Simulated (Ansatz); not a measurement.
**Alloy of GaN and ZnO (33 of 48 Ga sites, 33 of 48 N sites exchanged), 96 atoms**

How does this alloy cell relax, and what gap do PBEsol, HSE06 and r²SCAN give?

Method: density functional theory in Ansatz 0.2.0, PAW datasets, plane waves.

### 1 Starting point

96 atoms (33 Zn, 15 Ga, 15 N, 33 O); a = 9.646 Å, b = 11.138 Å, c = 10.411 Å, α = 90.00°, β = 90.00°, γ = 90.00°. All atoms were shaken off their sites by about 0.02 Å along each axis.

Steps to follow: (2) PBEsol cell relaxation at the single k point (¼, ¼, ¼), on 1 × NVIDIA H100 80GB HBM3 with 4 threads of AMD EPYC 7R13; (3) HSE06 single point at the Γ point alone, on 1 × NVIDIA H100 80GB HBM3 with 4 threads of AMD EPYC 7R13; (4) r²SCAN single point at the Γ point alone, on 1 × NVIDIA H100 80GB HBM3 with 4 threads of AMD EPYC 7R13.

### 2 PBEsol relaxation of the cell and the positions

File in.yaml:

```yaml
crystal:
  lattice:
    - [9.645897, 0.000000, 0.000000]
    - [0.000000, 11.138122, 0.000000]
    - [0.000000, 0.000000, 10.411119]
  atoms:
    - { symbol: Zn, position: [0.167239, 0.085747, 0.249501] }
    - { symbol: Zn, position: [0.001745, 0.333485, 0.751695] }
    - { symbol: Zn, position: [0.499674, 0.083844, 0.250043] }
    - { symbol: Zn, position: [0.502773, 0.082301, 0.747614] }
    - { symbol: Zn, position: [0.167017, 0.579244, 0.249172] }
    - { symbol: Zn, position: [0.166283, 0.584351, 0.752045] }
    - { symbol: Zn, position: [0.999267, 0.835646, 0.248609] }
    - { symbol: Zn, position: [0.998354, 0.834514, 0.750822] }
    - { symbol: Zn, position: [0.836576, 0.081997, 0.751718] }
    - { symbol: Zn, position: [0.664274, 0.330709, 0.245549] }
    - { symbol: Zn, position: [0.666473, 0.333392, 0.747575] }
    - { symbol: Zn, position: [0.499598, 0.583300, 0.249982] }
    - { symbol: Zn, position: [0.332037, 0.834009, 0.248574] }
    - { symbol: Zn, position: [0.334791, 0.831544, 0.749074] }
    - { symbol: Zn, position: [0.834696, 0.580611, 0.249530] }
    - { symbol: Zn, position: [0.668722, 0.835884, 0.246101] }
    - { symbol: Zn, position: [0.997686, 0.165534, 0.001518] }
    - { symbol: Zn, position: [0.331695, 0.162915, 0.499372] }
    - { symbol: Zn, position: [0.330228, 0.165078, 0.001160] }
    - { symbol: Zn, position: [0.169756, 0.415937, 0.998268] }
    - { symbol: Zn, position: [0.998803, 0.669143, 0.496794] }
    - { symbol: Zn, position: [0.664591, 0.165631, 0.500667] }
    - { symbol: Zn, position: [0.669316, 0.169495, 0.996173] }
    - { symbol: Zn, position: [0.497193, 0.416568, 0.999033] }
    - { symbol: Zn, position: [0.334845, 0.667382, 0.999904] }
    - { symbol: Zn, position: [0.168674, 0.915157, 0.498271] }
    - { symbol: Zn, position: [0.169401, 0.920373, 0.995436] }
    - { symbol: Zn, position: [0.833523, 0.417162, 0.501205] }
    - { symbol: Zn, position: [0.832245, 0.413675, 0.997959] }
    - { symbol: Zn, position: [0.665122, 0.669530, 0.500480] }
    - { symbol: Zn, position: [0.497269, 0.915073, 0.998381] }
    - { symbol: Zn, position: [0.830022, 0.916176, 0.499560] }
    - { symbol: Zn, position: [0.830628, 0.914446, 0.000918] }
    - { symbol: Ga, position: [0.169965, 0.081810, 0.748913] }
    - { symbol: Ga, position: [0.001591, 0.333511, 0.249444] }
    - { symbol: Ga, position: [0.330523, 0.331144, 0.249689] }
    - { symbol: Ga, position: [0.331702, 0.331349, 0.746780] }
    - { symbol: Ga, position: [0.833949, 0.080764, 0.253671] }
    - { symbol: Ga, position: [0.500007, 0.583035, 0.749911] }
    - { symbol: Ga, position: [0.833657, 0.581155, 0.746979] }
    - { symbol: Ga, position: [0.667719, 0.829665, 0.748760] }
    - { symbol: Ga, position: [0.003464, 0.165221, 0.498677] }
    - { symbol: Ga, position: [0.168040, 0.417276, 0.500889] }
    - { symbol: Ga, position: [0.999851, 0.666575, 0.998739] }
    - { symbol: Ga, position: [0.500393, 0.420788, 0.502017] }
    - { symbol: Ga, position: [0.333264, 0.664745, 0.501251] }
    - { symbol: Ga, position: [0.668735, 0.666282, 0.999262] }
    - { symbol: Ga, position: [0.499096, 0.918452, 0.499978] }
    - { symbol: N, position: [0.999264, 0.166103, 0.191130] }
    - { symbol: N, position: [0.332244, 0.167200, 0.692400] }
    - { symbol: N, position: [0.996732, 0.665638, 0.188992] }
    - { symbol: N, position: [0.001180, 0.667750, 0.689563] }
    - { symbol: N, position: [0.667637, 0.167724, 0.188948] }
    - { symbol: N, position: [0.498793, 0.418681, 0.185677] }
    - { symbol: N, position: [0.504016, 0.915893, 0.186604] }
    - { symbol: N, position: [0.499175, 0.918493, 0.688913] }
    - { symbol: N, position: [0.999698, 0.332388, 0.937869] }
    - { symbol: N, position: [0.498690, 0.083313, 0.436370] }
    - { symbol: N, position: [0.501082, 0.083105, 0.939681] }
    - { symbol: N, position: [0.334133, 0.332335, 0.439295] }
    - { symbol: N, position: [0.335729, 0.333304, 0.939426] }
    - { symbol: N, position: [0.665877, 0.332455, 0.943180] }
    - { symbol: N, position: [0.499280, 0.582609, 0.938383] }
    - { symbol: O, position: [0.998570, 0.167260, 0.691851] }
    - { symbol: O, position: [0.337132, 0.166333, 0.189592] }
    - { symbol: O, position: [0.164887, 0.415681, 0.189928] }
    - { symbol: O, position: [0.167375, 0.413249, 0.688371] }
    - { symbol: O, position: [0.665496, 0.168547, 0.689870] }
    - { symbol: O, position: [0.500530, 0.415071, 0.689022] }
    - { symbol: O, position: [0.328402, 0.666234, 0.187780] }
    - { symbol: O, position: [0.330174, 0.665138, 0.687793] }
    - { symbol: O, position: [0.167541, 0.919710, 0.190726] }
    - { symbol: O, position: [0.166455, 0.919375, 0.687098] }
    - { symbol: O, position: [0.830345, 0.415911, 0.187129] }
    - { symbol: O, position: [0.832456, 0.414418, 0.688109] }
    - { symbol: O, position: [0.663653, 0.666888, 0.188418] }
    - { symbol: O, position: [0.664553, 0.668128, 0.688878] }
    - { symbol: O, position: [0.836418, 0.918116, 0.188013] }
    - { symbol: O, position: [0.831668, 0.914855, 0.687051] }
    - { symbol: O, position: [0.165460, 0.083940, 0.438347] }
    - { symbol: O, position: [0.165754, 0.081877, 0.938892] }
    - { symbol: O, position: [0.999646, 0.330190, 0.436330] }
    - { symbol: O, position: [0.165010, 0.583057, 0.437879] }
    - { symbol: O, position: [0.166246, 0.583363, 0.940015] }
    - { symbol: O, position: [0.000469, 0.832842, 0.438338] }
    - { symbol: O, position: [0.997122, 0.831774, 0.941947] }
    - { symbol: O, position: [0.832863, 0.085317, 0.438136] }
    - { symbol: O, position: [0.831450, 0.086402, 0.942883] }
    - { symbol: O, position: [0.664432, 0.334948, 0.436107] }
    - { symbol: O, position: [0.498527, 0.579600, 0.438353] }
    - { symbol: O, position: [0.331903, 0.833743, 0.436328] }
    - { symbol: O, position: [0.331985, 0.834364, 0.939390] }
    - { symbol: O, position: [0.836669, 0.584266, 0.441617] }
    - { symbol: O, position: [0.832309, 0.584153, 0.941902] }
    - { symbol: O, position: [0.667886, 0.836472, 0.438440] }
    - { symbol: O, position: [0.664324, 0.832245, 0.944100] }
  symmetry: { detect: false }
kpoints:
  mp_grid: { grid: [1, 1, 1], shift: [0.25, 0.25, 0.25] }
hamiltonian:
  xc: pbesol
scf:
  occupations: { method: fermi_dirac, width: 0.01 }
relax:
  f_tol: 0.03
  max_steps: 80
  escape_saddle: false
  adjacent_minimum: "off"
  cell: { fix: [alpha, beta, gamma] }
output:
  forces: true
  eigenvalues: true
  populations: true
```

Command:

```bash
$ ansatz run in.yaml --threads 4 --pin off --max-ram 42750MiB --runs-dir r --events-out ev --progress --plain --backend cuda --devices 0, --max-vram 37GiB
```

What it wrote:

```text
Pseudopotentials: kind: paw
Functional definition: PBEsol
  exchange = pbesol_x
  correlation = pbesol_c
Crystal: 96 atoms, lattice volume = 1118.541 Å³
Basis set: ecut = 420 eV, 21867 PW (Γ), exchange–correlation on 144×150×144 points (8 copies of the dense FFT grid, shifted against one another)
Bands: 528, of which v1, the nominal top of the filled ones, is band 432 counted from 1 (431 counted from 0)
Symmetry: 1 space group operations
k-points: 1
Non-local potential: Zn, projectors of the file, l = 0: 2, l = 1: 2, l = 2: 3, l = 3: 1
Non-local potential: Ga, projectors of the file, l = 0: 2, l = 1: 2, l = 2: 3, l = 3: 1
Non-local potential: N, projectors of the file, l = 0: 2, l = 1: 2, l = 2: 1
Non-local potential: O, projectors of the file, l = 0: 2, l = 1: 2, l = 2: 1
PAW form: soft (Blöchl's): semilocal exchange-correlation on the pseudo side does not see the compensation charge
PAW frozen core: Zn, regenerated for the run's functional, and the local potential with it (the file was generated under x = pbe(κ = 0.804, μ = 0.2195149727645171), c = pbe(β = 0.06672455060314922))
PAW frozen core: Ga, regenerated for the run's functional, and the local potential with it (the file was generated under x = pbe(κ = 0.804, μ = 0.2195149727645171), c = pbe(β = 0.06672455060314922))
PAW frozen core: N, regenerated for the run's functional, and the local potential with it (the file was generated under x = pbe(κ = 0.804, μ = 0.2195149727645171), c = pbe(β = 0.06672455060314922))
PAW frozen core: O, regenerated for the run's functional, and the local potential with it (the file was generated under x = pbe(κ = 0.804, μ = 0.2195149727645171), c = pbe(β = 0.06672455060314922))
PAW one-centre angular grid: Zn, 590 points (default); XC on 64 Gauss nodes
PAW one-centre angular grid: Ga, 590 points (default); XC on 64 Gauss nodes
PAW one-centre angular grid: N, 110 points (default); XC on 64 Gauss nodes
PAW one-centre angular grid: O, 110 points (default); XC on 64 Gauss nodes
Initial density: superposition of atomic densities (neutral atoms: chi_scale 0, normalization atom), corrected by the library's trained network
Initial wavefunctions: pseudopotential atomic-orbital guess
Functional: x = pbesol(κ = 0.804, μ = 0.12345679012345678), c = pbesol(β = 0.046)
SCF iter   1: F=—  HF=-188615.542075 eV  |F-HF|=—  |Δ(HF+E_count)|=         —  Δρ=1.58e-2  dr2=2.42e0  ethr=1.77e-3  ⟨swp⟩=7.0  Hψ=2188  notcnv=0
preconditioner: auto → Resta (q_TF=auto, 2.613 Å⁻¹)  ε∞=6.7  [insulator: Δε(μ)=0.107 eV  Ē_g=13.627 eV  σ=0.010 eV  W_gap=0.99  n_scr=336 (ndim 8)  ℏωp=32.6 eV  f_vac=0.017  D(μ)=1.91/eV (n_scr^D=0)  ε∞_Penn≈6.7]
SCF iter   2: F=—  HF=-188614.908311 eV  |F-HF|=—  |Δ(HF+E_count)|=   6.34e-1  Δρ=3.68e-3  dr2=1.62e-1  ethr=2.80e-4  ⟨swp⟩=2.0  Hψ=1046  notcnv=0  defer=87
preconditioner: auto → LDOS  [insulator: Δε(μ)=0.063 eV  Ē_g=13.648 eV  σ=0.010 eV  W_gap=0.92  n_scr=336 (ndim 8)  ℏωp=32.6 eV  f_vac=0.016  D(μ)=16.05/eV (n_scr^D=80)  ε∞_Penn≈6.7  β→1.0]
SCF iter   3: F=—  HF=-188614.889944 eV  |F-HF|=—  |Δ(HF+E_count)|=   1.84e-2  Δρ=2.20e-3  dr2=5.44e-2  ethr=1.87e-5  ⟨swp⟩=2.0  Hψ=782  notcnv=0  defer=87
SCF iter   4: F=—  HF=-188614.885191 eV  |F-HF|=—  |Δ(HF+E_count)|=   4.75e-3  Δρ=9.29e-4  dr2=1.09e-2  ethr=6.29e-6  ⟨swp⟩=2.0  Hψ=766  notcnv=0  defer=87
SCF iter   5: F=—  HF=-188614.886241 eV  |F-HF|=—  |Δ(HF+E_count)|=   1.05e-3  Δρ=5.11e-4  dr2=3.63e-3  ethr=1.26e-6  ⟨swp⟩=2.0  Hψ=752  notcnv=0  defer=87
SCF iter   6: F=—  HF=-188614.880591 eV  |F-HF|=—  |Δ(HF+E_count)|=   5.65e-3  Δρ=3.88e-4  dr2=2.21e-3  ethr=4.21e-7  ⟨swp⟩=2.0  Hψ=752  notcnv=0  defer=87
SCF iter   7: F=—  HF=-188614.882171 eV  |F-HF|=—  |Δ(HF+E_count)|=   1.58e-3  Δρ=2.53e-4  dr2=9.71e-4  ethr=2.56e-7  ⟨swp⟩=2.0  Hψ=724  notcnv=0  defer=87
SCF iter   8: F=—  HF=-188614.880322 eV  |F-HF|=—  |Δ(HF+E_count)|=   1.85e-3  Δρ=1.53e-4  dr2=3.22e-4  ethr=1.12e-7  ⟨swp⟩=2.0  Hψ=752  notcnv=0  defer=87
SCF iter   9: F=—  HF=-188614.880302 eV  |F-HF|=—  |Δ(HF+E_count)|=   1.97e-5  Δρ=9.32e-5  dr2=1.26e-4  ethr=3.73e-8  ⟨swp⟩=2.0  Hψ=752  notcnv=0  defer=87
SCF iter  10: F=—  HF=-188614.883501 eV  |F-HF|=—  |Δ(HF+E_count)|=   3.20e-3  Δρ=6.12e-5  dr2=6.31e-5  ethr=1.46e-8  ⟨swp⟩=2.0  Hψ=814  notcnv=0  defer=87
SCF iter  11: F=—  HF=-188614.883409 eV  |F-HF|=—  |Δ(HF+E_count)|=   9.21e-5  Δρ=4.63e-5  dr2=3.28e-5  ethr=7.30e-9  ⟨swp⟩=2.0  Hψ=727  notcnv=0  defer=87
SCF iter  12: F=—  HF=-188614.883406 eV  |F-HF|=—  |Δ(HF+E_count)|=   3.59e-6  Δρ=3.25e-5  dr2=1.56e-5  ethr=3.80e-9  ⟨swp⟩=3.0  Hψ=924  notcnv=0  defer=87
SCF iter  13: F=—  HF=-188614.883404 eV  |F-HF|=—  |Δ(HF+E_count)|=   1.51e-6  Δρ=2.21e-5  dr2=7.56e-6  ethr=1.81e-9  ⟨swp⟩=2.0  Hψ=706  notcnv=0  defer=87
SCF iter  14: F=—  HF=-188614.883404 eV  |F-HF|=—  |Δ(HF+E_count)|=   3.64e-7  Δρ=1.69e-5  dr2=4.48e-6  ethr=8.76e-10  ⟨swp⟩=3.0  Hψ=744  notcnv=0  defer=87
SCF iter  15: F=—  HF=-188614.883404 eV  |F-HF|=—  |Δ(HF+E_count)|=   2.43e-7  Δρ=1.20e-5  dr2=2.22e-6  ethr=5.19e-10  ⟨swp⟩=3.0  Hψ=759  notcnv=0  defer=87
SCF iter  16: F=—  HF=-188614.883403 eV  |F-HF|=—  |Δ(HF+E_count)|=   1.90e-7  Δρ=8.39e-6  dr2=9.87e-7  ethr=2.57e-10  ⟨swp⟩=2.0  Hψ=737  notcnv=0  defer=87
SCF iter  17: F=—  HF=-188614.883403 eV  |F-HF|=—  |Δ(HF+E_count)|=   5.81e-8  Δρ=5.97e-6  dr2=4.78e-7  ethr=1.14e-10  ⟨swp⟩=2.0  Hψ=732  notcnv=0  defer=87
SCF iter  18: F=—  HF=-188614.883403 eV  |F-HF|=—  |Δ(HF+E_count)|=   2.63e-8  Δρ=4.43e-6  dr2=2.54e-7  ethr=5.53e-11  ⟨swp⟩=2.0  Hψ=742  notcnv=0  defer=87
SCF iter  19: F=—  HF=-188614.883403 eV  |F-HF|=—  |Δ(HF+E_count)|=   2.06e-8  Δρ=3.32e-6  dr2=1.32e-7  ethr=2.94e-11  ⟨swp⟩=2.0  Hψ=742  notcnv=0  defer=87
SCF iter  20: F=-188614.883403 eV  HF=-188614.883403 eV  |F-HF|=5.64e-8  |Δ(HF+E_count)|=   1.30e-8  Δρ=2.33e-6  dr2=6.42e-8  ethr=1.16e-11  ⟨swp⟩=9.0  Hψ=2329  notcnv=0
[... from here the SCF cycle lines were not kept, up to the last twenty ...]
relax step   1: F+E_penalty+E_count = -188614.88340317 eV  Δ(F+E_penalty+E_count) = +0.000e0 eV  max|allowed force component| = 2.924e0 eV/Å  Δτ_max = 0.0000 Å  P = +1.743 GPa  Ω = 1118.541 Å³  fix = [alpha, beta, gamma]  reactions: alpha -0.038, beta +0.210, gamma -0.160 GPa/rad  (20 SCF iters, dr2 threshold 1.00e-7 eV, accepted)
[... from here on, the SCF cycles and remarks between the steps are left out ...]
relax step   2: F+E_penalty+E_count = -188619.79995534 eV  Δ(F+E_penalty+E_count) = -4.917e0 eV  max|allowed force component| = 1.818e0 eV/Å  Δτ_max = 0.1207 Å  P = +0.555 GPa  Ω = 1124.174 Å³  energy of the carried Pulay correction = -2.376e-2 eV  fix = [alpha, beta, gamma]  reactions: alpha +0.075, beta +0.278, gamma -0.061 GPa/rad  (10 SCF iters, dr2 threshold 9.60e-6 eV, accepted)
relax step   3: F+E_penalty+E_count = -188623.09668096 eV  Δ(F+E_penalty+E_count) = -3.297e0 eV  max|allowed force component| = 4.889e-1 eV/Å  Δτ_max = 0.2000 Å  P = -1.415 GPa  Ω = 1146.886 Å³  energy of the carried Pulay correction = -1.184e-1 eV  fix = [alpha, beta, gamma]  reactions: alpha +0.322, beta +0.338, gamma +0.294 GPa/rad  (9 SCF iters, dr2 threshold 9.60e-6 eV, accepted)
relax step   4: F+E_penalty+E_count = -188623.22175314 eV  Δ(F+E_penalty+E_count) = -1.251e-1 eV  max|allowed force component| = 5.308e-1 eV/Å  Δτ_max = 0.0983 Å  P = +0.812 GPa  Ω = 1129.607 Å³  energy of the carried Pulay correction = -4.656e-2 eV  fix = [alpha, beta, gamma]  reactions: alpha +0.255, beta +0.229, gamma +0.253 GPa/rad  (8 SCF iters, dr2 threshold 9.60e-6 eV, accepted)
relax step   5: F+E_penalty+E_count = -188623.44037482 eV  Δ(F+E_penalty+E_count) = -2.186e-1 eV  max|allowed force component| = 2.269e-1 eV/Å  Δτ_max = 0.2000 Å  P = +0.095 GPa  Ω = 1136.590 Å³  energy of the carried Pulay correction = -7.572e-2 eV  fix = [alpha, beta, gamma]  reactions: alpha +0.262, beta +0.279, gamma +0.287 GPa/rad  (8 SCF iters, dr2 threshold 9.60e-6 eV, accepted)
relax step   6: F+E_penalty+E_count = -188623.48774669 eV  Δ(F+E_penalty+E_count) = -4.737e-2 eV  max|allowed force component| = 9.724e-2 eV/Å  Δτ_max = 0.1914 Å  P = -0.055 GPa  Ω = 1136.405 Å³  energy of the carried Pulay correction = -7.495e-2 eV  fix = [alpha, beta, gamma]  reactions: alpha +0.268, beta +0.263, gamma +0.298 GPa/rad  (8 SCF iters, dr2 threshold 3.22e-6 eV, accepted)
relax step   7: F+E_penalty+E_count = -188623.49787760 eV  Δ(F+E_penalty+E_count) = -1.013e-2 eV  max|allowed force component| = 1.614e-2 eV/Å  Δτ_max = 0.0304 Å  P = +0.006 GPa  Ω = 1136.257 Å³  energy of the carried Pulay correction = -7.433e-2 eV  fix = [alpha, beta, gamma]  reactions: alpha +0.281, beta +0.260, gamma +0.296 GPa/rad  (7 SCF iters, dr2 threshold 5.91e-7 eV, accepted)
relax step   8: F+E_penalty+E_count = -188623.57709728 eV  Δ(F+E_penalty+E_count) = -7.922e-2 eV  max|allowed force component| = 1.606e-2 eV/Å  Δτ_max = 0.0000 Å  P = +0.088 GPa  Ω = 1136.257 Å³  fix = [alpha, beta, gamma]  reactions: alpha +0.276, beta +0.263, gamma +0.292 GPa/rad  stress off target by 1.17e-1 GPa on what of the cell is left free  SCF on the basis re-selected at this cell (its en [...]
relax step   9: F+E_penalty+E_count = -188623.57480430 eV  Δ(F+E_penalty+E_count) = +2.293e-3 eV  max|allowed force component| = 5.373e-3 eV/Å  Δτ_max = 0.0045 Å  P = -0.004 GPa  Ω = 1136.942 Å³  energy of the carried Pulay correction = -2.768e-3 eV  fix = [alpha, beta, gamma]  reactions: alpha +0.274, beta +0.262, gamma +0.292 GPa/rad  (7 SCF iters, dr2 threshold 3.42e-8 eV, accepted)
relax step  10: F+E_penalty+E_count = -188623.57724112 eV  Δ(F+E_penalty+E_count) = -2.437e-3 eV  max|allowed force component| = 5.413e-3 eV/Å  Δτ_max = 0.0000 Å  P = -0.002 GPa  Ω = 1136.942 Å³  fix = [alpha, beta, gamma]  reactions: alpha +0.274, beta +0.262, gamma +0.292 GPa/rad  stress off target by 4.59e-3 GPa on what of the cell is left free  SCF on the basis re-selected at this cell (its en [...]
SCF converged after 5 iterations
Free energy (F): -188623.577241 eV
Harris-Foulkes:  -188623.577241 eV  (|F-HF|=1.16e-10)
Internal energy: -188623.577241 eV  (E = F + TS)
E sigma→0 (E₀):  -188623.577241 eV
Fermi energy:    9.242336 eV
--- Per-component energies (eV) ---
  E_band       = 676.650523
  E_kinetic    = 13761.715113
  E_local      = -95967.737024  (includes V_loc(G=0)·N_el)
  E_nonlocal   = 29167.290354
  E_hartree    = 40733.416082
  E_xc         = -8764.040444
  E_vxc        = -6785.578390  (∫ρ·V_xc dr)
  E_paw        = -95361.867258  (= ΣΔE_a)
  E_vpaw       = -20965.942269  (= ΣTr[D̂ρ^β])
  E_aug_tail   = 0.068088  (compensation charges beyond the density's cutoff)
  E_ewald      = -72233.265516
  E_core_change = 40.843363  (= ΣΔE_core)
  E_smearing   = -0.000000  (= −TS)
  E_closure    = 0.000000  (closes the sum)
  Σ components = -188623.577241   (vs F -188623.577241, Δ=0.00e0)
--- Forces (eV/Å), atoms counted from 1 ---
  atom   1  Zn     0.00099071    -0.00094893     0.00035163
  atom   2  Zn    -0.00017004    -0.00051476    -0.00002703
[... 31 atoms left out ...]
  atom  34  Ga     0.00306890     0.00541340    -0.00031967
[... 2 atoms left out ...]
  atom  37  Ga    -0.00265158    -0.00324811     0.00064891
  atom  38  Ga    -0.00443646     0.00083478    -0.00026429
[... 1 atom left out ...]
  atom  40  Ga    -0.00269579    -0.00061260     0.00168240
  atom  41  Ga     0.00011843    -0.00037379     0.00437852
[... 1 atom left out ...]
  atom  43  Ga     0.00148701    -0.00254427    -0.00211370
[... 16 atoms left out ...]
  atom  60  N     -0.00241705     0.00113324     0.00214327
[... 8 atoms left out ...]
  atom  69  O     -0.00253322    -0.00079731     0.00200064
[... 27 atoms left out ...]
  max |Σ_I F_I| component: 7.59e-6 eV/Å
--- Stress (GPa, compression-positive) ---
       -0.002365      -0.291899      -0.261658
       -0.291899      -0.004591      -0.274397
       -0.261658      -0.274397       0.000019
  P = ⅓ Tr σ = -0.0023 GPa (-0.023 kbar)
--- Band table (eV) ---
  k-point 0: bands = [... 420 lower levels ..., "7.8099", "7.8287", "7.8965", "7.9864", "8.1188", "8.1483", "8.3113", "8.4032", "8.5293", "8.6541", "8.8167", "8.9071", "9.5775", "10.4117", "10.6633", "10.7537", "11.3771", "11.4326", "11.5581", "11.6220", "11.8170", "12.0323", "12.1144", "12.1689", ... 84 higher levels ...]
--- Relaxed structure (8 steps of the walk, 8 accepted, 2 SCFs on fresh bases) ---
  F+E_penalty+E_count = -188623.57724112 eV   max|allowed force component| = 5.413e-3 eV/Å   (the final SCF, on the basis selected at the relaxed cell)
  cell:  # Å, volume = 1136.9422 Å³
    - [9.741570942523783, 1.9122483799921383e-142, 6.172925432487434e-112]
    - [2.208074142887364e-142, 11.164060713474061, -3.2358960603983844e-143]
    - [6.662631920676028e-112, -3.0246839598667323e-143, 10.454112864914764]
  atoms:
    - { symbol: Zn, position: [0.1703676226486396, 0.08652218936587483, 0.24366491419985753] }
    - { symbol: Zn, position: [-0.002631684851395503, 0.33465501437318007, 0.7626793316806072] }
[... 94 atoms left out; the next input holds them all, rounded ...]
--- Löwdin populations: 96 sites ---
  site symbol       q [e]
     0     Zn     10.5576
     1     Zn     10.6035
[... 94 atoms left out ...]
  spilling = 0.007573 (of n_electrons = 864.000000)
```

Run time: 25 s. Hardware: 1 × NVIDIA H100 80GB HBM3 with 4 threads of AMD EPYC 7R13, shared host; peak host memory 1.6 GiB.

The walk (solves on a freshly chosen basis count as rows, and their energies jump a little):

```
accepted step  energy change (eV)  largest force component (eV/Å)  SCF cycles  pressure (GPa)
            1               0.000                           2.924          20            1.74
            2              -4.917                           1.818          10            0.56
            3              -8.213                           0.489           9           -1.42
            4              -8.338                           0.531           8            0.81
            5              -8.557                           0.227           8            0.10
            6              -8.604                           0.097           8           -0.06
            7              -8.614                           0.016           7            0.01
            8              -8.694                           0.016           8            0.09
            9              -8.691                           0.005           7            0.00
           10              -8.694                           0.005           5            0.00
```

Largest shifts, less the median shift:

```
atom  shift (Å)      dx      dy      dz
Zn19      0.271   0.206   0.122  -0.127
 O96      0.255   0.161  -0.103  -0.168
Zn31      0.247  -0.109   0.192   0.110
 O69      0.218  -0.127   0.107  -0.142
 O74      0.215   0.101  -0.046   0.184
 O91      0.194   0.017  -0.133   0.140
Zn29      0.190  -0.031  -0.186   0.019
Zn22      0.188  -0.130  -0.050  -0.126
```

|  | before | after | change |
| --- | --- | --- | --- |
| a (Å) | 9.646 | 9.742 | +0.99 % |
| b (Å) | 11.138 | 11.164 | +0.23 % |
| c (Å) | 10.411 | 10.454 | +0.41 % |
| volume (Å³/atom) | 11.651 | 11.843 | +1.65 % |

Bonds in the relaxed cell, counted within a distance cut:

```
pair  count  mean (Å)  spread (Å)  least   most
Ga–N     17     1.869       0.027  1.832  1.951
Ga–O     43     1.933       0.065  1.845  2.125
N–Zn     43     1.941       0.054  1.867  2.083
O–Zn     86     2.031       0.079  1.905  2.238
```

Spacing of the frontier levels at the single k point (¼, ¼, ¼): 0.67 eV (8.907 to 9.578 eV).

[end of part 1 of 3]
